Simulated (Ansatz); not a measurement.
# InSe2: the cost of one run

Computed with Ansatz 0.2.0 (DFT PBE, scalar-relativistic, plane waves, PAW, unless a step's input says otherwise).

1 further run of the same task is left out (set aside as unsound or not needed).

### 1 The starting structure

Symmetry: P4/nmm, No. 129, tetragonal system. The conventional cell has a = 3.887 Å, b = 3.887 Å, c = 9.733 Å, α = 90.00°, β = 90.00°, γ = 90.00°. In (site symmetry 4mm) is surrounded by 4 Se at 2.83 Å. Se (site symmetry 4mm) is surrounded by 4 In at 2.83 Å. Se (site symmetry -4m2) is surrounded by 4 Se at 2.75 Å.

Structure file:

```
In Se
1.0
     3.88739    0.00000    0.00000
     0.00000    3.88739    0.00000
     0.00000    0.00000    9.73253
In Se
2 4
Cartesian
  0.0000 1.9437 6.8477
  1.9437 0.0000 2.8849
  0.0000 1.9437 3.5600
  1.9437 0.0000 6.1725
  0.0000 0.0000 0.0000
  1.9437 1.9437 0.0000
```

It goes back to an entry of the Materials Project, which need not be the stable form.

This cell was relaxed beforehand with the same method: volume 24.51 Å³/atom, gap on the mesh none (metal).

### 2 The reference: the undisturbed cell on the scan's mesh

Input file input.yaml:

```yaml
crystal:
  lattice:
    - [3.8873932744, 0.0, 0.0]
    - [0.0, 3.8873932744, 0.0]
    - [0.0, 0.0, 9.7325349658]
  atoms:
    - { symbol: In, position: [0.0, 0.5, 0.7035851614] }
    - { symbol: In, position: [0.5, 0.0, 0.2964148386] }
    - { symbol: Se, position: [0.0, 0.5, 0.3657877562] }
    - { symbol: Se, position: [0.5, 0.0, 0.6342122438] }
    - { symbol: Se, position: [0.0, 0.0, 0.0] }
    - { symbol: Se, position: [0.5, 0.5, 0.0] }
basis:
  ecutwfc: 420
kpoints:
  mp_grid: { grid: [10, 10, 4] }
hamiltonian:
  xc: pbe
scf:
  occupations: { method: gaussian, width: 0.15 }
output:
  forces: true
  stress: true
  eigenvalues: true
```

Launch:

```console
ansatz run input.yaml --threads 2 --pin off --max-ram 5120MiB --backend cpu --events-out ev --progress --plain --runs-dir out
```

What time and memory should one allow on 2 threads of Intel Xeon 6975P-C (Granite Rapids), shared host?

About 7.6 s, with a peak of 0.72 GiB.
